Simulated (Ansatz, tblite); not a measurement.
# The cluster In9Sb9: one state, many levels

An exercise on one series of results from a longer session: the logs are not shown, and one member is left open.

Computed with Ansatz 0.2.0, Gaussian basis. Level: as each input shows.

Plan: GFN1-xTB, GFN2-xTB, PBE-D4/def2-SVP, r2SCAN-D4/def2-SVP, r2SCANh-D4/def2-SVP, r2SCAN-D4/def2-mTZVP, MP2/def2-SVP, RPA/def2-SVP.

6 further runs of the same task are left out: 3 for a known fault of the program, 1 that didn't finish, 2 set aside as unsound or not needed.

### The structure

The geometry is that of the singlet, from an earlier relaxation (PBE-D4/def2-SVP).

18 atoms, charge 0, spin multiplicity 1.

Bond lengths: In1–In3 3.272 Å, In1–Sb10 2.692 Å, In1–Sb11 2.785 Å, In2–Sb11 2.867 Å, In2–Sb12 2.830 Å, In2–Sb13 2.919 Å, In3–Sb10 2.851 Å, In3–Sb12 2.841 Å, In3–Sb15 2.869 Å, In4–In5 3.272 Å, In4–Sb13 2.785 Å, In4–Sb14 2.692 Å, In5–Sb12 2.869 Å, In5–Sb14 2.851 Å, In5–Sb17 2.841 Å, In6–Sb11 2.919 Å, In6–Sb15 2.830 Å, In6–Sb16 2.867 Å and more. Angles: In3–In1–Sb10 56.1°, In3–In1–Sb11 98.5°, Sb10–In1–Sb11 147.8°, Sb11–In2–Sb12 135.4°, Sb11–In2–Sb13 96.7°, Sb12–In2–Sb13 125.7°, In1–In3–Sb10 51.6°, In1–In3–Sb12 110.5°, In1–In3–Sb15 85.7°, Sb10–In3–Sb12 114.2°, Sb10–In3–Sb15 108.2°, Sb12–In3–Sb15 135.5°, In5–In4–Sb13 98.5°, In5–In4–Sb14 56.1°, Sb13–In4–Sb14 147.7°, In4–In5–Sb12 85.7°, In4–In5–Sb14 51.6°, In4–In5–Sb17 110.5° and more.

In, Sb take a core potential in the def2 sets. No spin-orbit coupling is included.

PBE0-D4/def2-SVP was run before; its log isn't repeated, and its numbers join the tables.

Set-up of the first run:

Tight binding, by tblite at 300 K electronic temperature and without a spin-polarisation term:

```python
tblite.interface.Calculator('GFN1-xTB', numbers, positions, charge=0, uhf=0).singlepoint()
```

Tight binding, by tblite at 300 K electronic temperature and without a spin-polarisation term:

```python
tblite.interface.Calculator('GFN2-xTB', numbers, positions, charge=0, uhf=0).singlepoint()
```

start.molden holds the orbitals of an earlier run on this state, given as this run's starting guess.

The input, in.yaml:

```yaml
crystal:
  periodic: [false, false, false]
  atoms:
    - {symbol: In, position_ang: [0.464318, -4.414452, -0.860616]}
    - {symbol: In, position_ang: [-1.881413, -1.125211, -1.151672]}
    - {symbol: In, position_ang: [-0.172544, -2.573863, 1.768294]}
    - {symbol: In, position_ang: [-4.056331, 1.804298, -0.861381]}
    - {symbol: In, position_ang: [-2.141906, 1.438610, 1.766857]}
    - {symbol: In, position_ang: [1.915502, -1.068119, -1.154637]}
    - {symbol: In, position_ang: [-0.034795, 2.191431, -1.155948]}
    - {symbol: In, position_ang: [2.316268, 1.138390, 1.763326]}
    - {symbol: In, position_ang: [3.591842, 2.607383, -0.866963]}
    - {symbol: Sb, position_ang: [-0.203261, -5.415687, 1.547552]}
    - {symbol: Sb, position_ang: [-0.002771, -2.498442, -2.826771]}
    - {symbol: Sb, position_ang: [-2.730749, -1.360203, 1.537459]}
    - {symbol: Sb, position_ang: [-2.164713, 1.247863, -2.827891]}
    - {symbol: Sb, position_ang: [-4.587131, 2.887195, 1.545311]}
    - {symbol: Sb, position_ang: [2.545189, -1.683902, 1.534571]}
    - {symbol: Sb, position_ang: [2.161496, 1.245629, -2.830225]}
    - {symbol: Sb, position_ang: [0.187529, 3.047716, 1.531931]}
    - {symbol: Sb, position_ang: [4.793472, 2.531354, 1.540793]}
basis:
  gaussian: {orbitals: def2-SVP, fitting: {mean_field: def2-universal-jkfit}, initial_orbitals: start.molden}
hamiltonian: {xc: pbe, dispersion: d4}
scf: {omitted_lower_state_checks: [starts]}
output: {forces: true, orbitals: {seedname: orbitals}}
```

Command:

```console
ansatz run in.yaml --threads 2 --pin off --events-out ev --progress --plain --max-ram 32768MiB --backend cuda --devices 0, --max-vram 18GiB
```

Among the steps run: PBE-D4/def2-SVP; r2SCAN-D4/def2-SVP; r2SCANh-D4/def2-SVP; r2SCAN-D4/def2-mTZVP; MP2/def2-SVP; RPA/def2-SVP.

One table of the session follows, with a row left open; its other results are not shown here.

It belongs to the step «Binding energy». 

```
               level  binding an atom (eV)
         HF/def2-SVP                 0.699
     PBE-D4/def2-SVP                     ?
  r2SCAN-D4/def2-SVP                 2.068
r2SCAN-D4/def2-mTZVP                 2.072
 r2SCANh-D4/def2-SVP                 2.033
    PBE0-D4/def2-SVP                 2.110
        RPA/def2-SVP                 1.737
        MP2/def2-SVP                 1.928
```

**Question.** Estimate the row for PBE-D4/def2-SVP.

**Answer.** binding an atom (eV): 2.221. In the column «binding an atom (eV)» it is the highest.

Limits of these values: Free atoms were run apart at each level; binding is atoms less cluster, divided by the number of atoms, without zero-point or spin-orbit terms.
